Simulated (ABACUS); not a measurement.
# NbTe (Pm-3m) in ABACUS: reference runs

How does NbTe come out in PBE? The cell is run as given.

Program: ABACUS 3.10.1. These are calculated values, not measurements. Logs are shortened: lines on timing, memory, paths and dates and some standing lists are left out, and cuts for length are marked.

### 1 Starting point

Symmetry: Pm-3m, No. 221, cubic system. The conventional cell has a = 3.426 Å, b = 3.426 Å, c = 3.426 Å, α = 90.00°, β = 90.00°, γ = 90.00°. Around Nb (site symmetry m-3m) lie 8 Te at 2.97 Å. Te (site symmetry m-3m) has 8 Nb at 2.97 Å as nearest neighbours.

The cell was built by a generator and needn't be a form met in nature.

### 2 Single point, PBE

Input file INPUT:

```
INPUT_PARAMETERS
suffix              NbTe
calculation         scf
basis_type          pw
pseudo_dir          ./
symmetry            1
dft_functional      pbe
ecutwfc             83
pseudo_rcut         7
nspin               1
nbands              19
ks_solver           dav
smearing_method     fd
smearing_sigma      0.00367493
scf_thr             1e-08
scf_nmax            100
mixing_type         broyden
mixing_beta         0.7
cal_force           1
cal_stress          1
out_chg             1
out_pot             2
out_elf             1
```

Input file STRU:

```
ATOMIC_SPECIES
Nb 92.9064 Nb.upf
Te 127.6000 Te.upf

LATTICE_CONSTANT
1.8897261246

LATTICE_VECTORS
3.4257000000 0.0000000000 0.0000000000
0.0000000000 3.4257000000 0.0000000000
0.0000000000 0.0000000000 3.4257000000

ATOMIC_POSITIONS
Direct

Nb
0.0
1
0.5000000000 0.5000000000 0.5000000000 1 1 1

Te
0.0
1
0.0000000000 0.0000000000 0.0000000000 1 1 1
```

Input file KPT:

```
K_POINTS
0
Gamma
8 8 8 0 0 0
```

Potentials or basis: PseudoDojo NC SR 0.4.1 PBE standard, plane waves.

Launch:

```
OMP_NUM_THREADS=1 mpirun -np 4 abacus > log
```

running log:

```text
ABACUS v3.10.1

               Atomic-orbital Based Ab-initio Computation at UStc

 ------------------------------------------------------------------------------------

 READING GENERAL INFORMATION
                           global_out_dir = OUT.NbTe/
                           global_in_card = INPUT
                               pseudo_dir = ./
                              orbital_dir =
                                    DSIZE = 4
                                    GSIZE = 1

 READING UNITCELL INFORMATION
                                    ntype = 2
                  lattice constant (Bohr) = 1.88973
              lattice constant (Angstrom) = 1

 READING ATOM TYPE 1
                               atom label = Nb
                      L=0, number of zeta = 1
                      L=1, number of zeta = 1
                      L=2, number of zeta = 1
             number of atom for this type = 1

 READING ATOM TYPE 2
                               atom label = Te
                      L=0, number of zeta = 1
                      L=1, number of zeta = 1
                      L=2, number of zeta = 1
             number of atom for this type = 1

                        TOTAL ATOM NUMBER = 2
DIRECT COORDINATES
    atom                   x                   y                   z     mag                  vx                  vy                  vz
taud_Nb1            0.5000000000        0.5000000000        0.5000000000  0.0000        0.0000000000        0.0000000000        0.0000000000
taud_Te1            0.0000000000        0.0000000000        0.0000000000  0.0000        0.0000000000        0.0000000000        0.0000000000

                          Volume (Bohr^3) = 271.297
                             Volume (A^3) = 40.202

 Lattice vectors: (Cartesian coordinate: in unit of a_0)
              +3.4257                  +0                  +0
                   +0             +3.4257                  +0
                   +0                  +0             +3.4257
 Reciprocal vectors: (Cartesian coordinate: in unit of 2 pi/a_0)
            +0.291911                  -0                  +0
                   -0           +0.291911                  -0
                   +0                  -0           +0.291911
 The esolver type has been set to : ksdft_pw

                PAO radial cut off (Bohr) = 7

 Read in pseudopotential file is Nb.upf
                     pseudopotential type = NC
          exchange-correlation functional = PBE
                 nonlocal core correction = 1
                        valence electrons = 13
                                     lmax = 2
                           number of zeta = 4
                     number of projectors = 6
                           L of projector = 0
[... 5 lines left out ...]
                PAO radial cut off (Bohr) = 7

 Read in pseudopotential file is Te.upf
                     pseudopotential type = NC
          exchange-correlation functional = PBE
                 nonlocal core correction = 1
                        valence electrons = 16
                                     lmax = 2
                           number of zeta = 3
                     number of projectors = 6
                           L of projector = 0
                           L of projector = 0
                           L of projector = 1
                           L of projector = 1
                           L of projector = 2
                           L of projector = 2
     initial pseudo atomic orbital number = 19

 SETUP THE ELECTRONS NUMBER
            electron number of element Nb = 13
      total electron number of element Nb = 13
            electron number of element Te = 16
      total electron number of element Te = 16
            AUTOSET number of electrons:  = 29
                           occupied bands = 15
                                   NBANDS = 19
                                   NLOCAL = 18

%%%%%%%%%%%%%%%%%%%%%%%%%%%%%%%%%%%%%%%%%%%%%%%%%%%%%%%%%%%%%%%%%%%%%%%%%%%%%%%%%%%%%%%%%%%%%%%%%%%%%%%%%%
 Warning: the number of valence electrons in pseudopotential > 5 for Nb: [Kr] 4d4 5s1
 Warning: the number of valence electrons in pseudopotential > 6 for Te: [Kr] 4d10 5s2 5p4
 Pseudopotentials with additional electrons can yield (more) accurate outcomes, but may be less efficient.
 If you're confident that your chosen pseudopotential is appropriate, you can safely ignore this warning.
%%%%%%%%%%%%%%%%%%%%%%%%%%%%%%%%%%%%%%%%%%%%%%%%%%%%%%%%%%%%%%%%%%%%%%%%%%%%%%%%%%%%%%%%%%%%%%%%%%%%%%%%%%

 SETUP THE PLANE WAVE BASIS
 energy cutoff for charge/potential (unit:Ry) = 332
            fft grid for charge/potential = [ 40, 40, 40 ]
                        fft grid division = [ 1, 1, 1 ]
        big fft grid for charge/potential = [ 40, 40, 40 ]
                                     nbxx = 16000
                                     nrxx = 16000

 SETUP PLANE WAVES FOR CHARGE/POTENTIAL
                    number of plane waves = 27633
                         number of sticks = 1101

 PARALLEL PW FOR CHARGE/POTENTIAL
[... 53 lines left out ...]
                             BRAVAIS TYPE = 1
                     BRAVAIS LATTICE NAME = 01. Cubic P (simple)
                                    ibrav = 1
                       right hand lattice = 1
(for k-lattice: )
                             BRAVAIS TYPE = 1
                     BRAVAIS LATTICE NAME = 01. Cubic P (simple)
                                    ibrav = 1
                       right hand lattice = 1
                        ROTATION MATRICES = 48
                               nkstot_ibz = 35
K-POINTS REDUCTION ACCORDING TO SYMMETRY
     IBZ    DIRECT_X    DIRECT_Y    DIRECT_Z  WEIGHT  ibz2bz
       1  0.00000000  0.00000000  0.00000000  0.0020       0
       2  0.12500000  0.00000000  0.00000000  0.0117       1
       3  0.25000000  0.00000000  0.00000000  0.0117       2
       4  0.37500000  0.00000000  0.00000000  0.0117       3
       5  0.50000000  0.00000000  0.00000000  0.0059       4
       6  0.12500000  0.12500000  0.00000000  0.0234       9
[... 22 lines left out ...]
      29  0.37500000  0.37500000  0.25000000  0.0469     155
      30  0.50000000  0.37500000  0.25000000  0.0469     156
[... 5 further k points ...]

                               nkstot now = 35
[... K-POINTS DIRECT COORDINATES: 35 rows ...]

           k-point number in this process = 35
       minimum distributed K point number = 35
[... stars of the k points ...]

[... K-POINTS CARTESIAN COORDINATES: 35 rows ...]

[... K-POINTS DIRECT COORDINATES: 35 rows ...]

 SETUP PLANE WAVES FOR WAVE FUNCTIONS
     energy cutoff for wavefunc (unit:Ry) = 83
              fft grid for wave functions = [ 40, 40, 40 ]
                    number of plane waves = 4553
                         number of sticks = 333

 PARALLEL PW FOR WAVE FUNCTIONS
     PROC   COLUMNS(POT)             PW
        1             84           1140
        2             83           1137
        3             83           1139
        4             83           1137
 --------------- sum -------------------
        4            333           4553

 SETUP NONLOCAL PSEUDOPOTENTIALS IN PLANE WAVE BASIS
 Nb non-local projectors:
 projector 1 L=0
 projector 2 L=0
 projector 3 L=1
 projector 4 L=1
 projector 5 L=2
 projector 6 L=2
 Te non-local projectors:
 projector 1 L=0
 projector 2 L=0
 projector 3 L=1
 projector 4 L=1
 projector 5 L=2
 projector 6 L=2
      TOTAL NUMBER OF NONLOCAL PROJECTORS = 36

 Init Non-Local PseudoPotential table :
 Init Non-Local-Pseudopotential done.

                                     npwx = 871

 Make real space PAO into reciprocal space.
       max mesh points in Pseudopotential = 701
     dq(describe PAO in reciprocal space) = 0.01
                                    max q = 1098

 number of pseudo atomic orbitals for Nb is 4
WARNING: norm of atomic wavefunction # 3 of atomic type Nb is 0.997804, renormalized
WARNING: norm of atomic wavefunction # 4 of atomic type Nb is 0.98581, renormalized

 number of pseudo atomic orbitals for Te is 3
WARNING: norm of atomic wavefunction # 2 of atomic type Te is 0.999976, renormalized
WARNING: norm of atomic wavefunction # 3 of atomic type Te is 0.998669, renormalized

 -------------------------------------------
 SELF-CONSISTENT
 -------------------------------------------
                                 init_chg = atomic

 PW ALGORITHM --------------- ION=   1  ELEC=   1--------------------------------
 Notice: Threshold on eigenvalues was too large.
 hsover_error=0.29 > DRHO=0.147379
 Origin diag ethr = 0.01
 New diag ethr = 0.000508204

 Density error is 0.147836883243
                          Error Threshold = 0.000508204323624
----------------------------------------------------------
     Energy           Rydberg                 eV
----------------------------------------------------------
 E_KohnSham     -334.2431323041      -4547.6111167030
 E_Harris       -336.4992872201      -4578.3076791315
 E_Fermi        1.3551473114         18.4377250644
----------------------------------------------------------
[... 63 lines left out ...]
 Density error is 4.50844864233e-09
                          Error Threshold = 2.66154568576e-10
----------------------------------------------------------
     Energy           Rydberg                 eV
----------------------------------------------------------
 E_KohnSham     -334.2966480487      -4548.3392357634
 E_KS(sigma->0) -334.2958670919      -4548.3286103008
 E_Harris       -334.2961379460      -4548.3322954590
 E_band         -15.9791018889       -217.4068346118
 E_one_elec     -75.9905834341       -1033.9049290483
 E_Hartree      55.0566311227        749.0838959525
 E_xc           -75.5570494987       -1028.0063972509
 E_Ewald        -237.8040843249      -3235.4905544916
 E_entropy(-TS) -0.0015619136        -0.0212509251
 E_descf        0.0000000000         0.0000000000
 E_exx          0.0000000000         0.0000000000
 E_Fermi        1.3032040950         17.7310013483
----------------------------------------------------------

 charge density convergence is achieved
 final etot is -4548.3392358 eV
 EFERMI = 17.731001348 eV
The vacuum level is 11.360265598 eV

 STATE ENERGY(eV) AND OCCUPATIONS    NSPIN == 1
 1/35 kpoint (Cartesian) = 0.0000 0.0000 0.0000 (858 pws)
       1       -37.5695     0.00390625
       2       -20.0875     0.00390625
       3       -20.0875     0.00390625
       4       -20.0603     0.00390625
       5       -20.0603     0.00390625
       6       -20.0603     0.00390625
[... 104 lines left out ...]
       6       -20.0614      0.0468750
[... 11 lines left out ...]
      18        19.8566    1.61426e-20
      19        23.0661    2.14372e-48

[... levels at 29 further k points ...]

------------------------------------------------------------------------------------------
 TOTAL-FORCE (eV/Angstrom)
------------------------------------------------------------------------------------------
                       Nb1         0.0000000000         0.0000000000         0.0000000000
                       Te1         0.0000000000         0.0000000000         0.0000000000
------------------------------------------------------------------------------------------

----------------------------------------------------------------
 TOTAL-STRESS (KBAR)
----------------------------------------------------------------
         5.9849011669        -0.0000000000        -0.0000000000
        -0.0000000000         5.9849011669         0.0000000000
        -0.0000000000         0.0000000000         5.9849011669
----------------------------------------------------------------
 TOTAL-PRESSURE: 5.984901 KBAR

 --------------------------------------------
 !FINAL_ETOT_IS -4548.3392357633538268 eV
 --------------------------------------------
```

It took 8.3 s on 4 MPI ranks of Intel Xeon Platinum 8488C (Sapphire Rapids), shared host; peak memory 0.28 GiB.

What came out:

| Quantity | Value |
| --- | --- |
| Free energy | -4548.3392 eV |
| Pressure | 0.6 GPa |
| Band gap on the k mesh | none (metal or under the smearing width) |
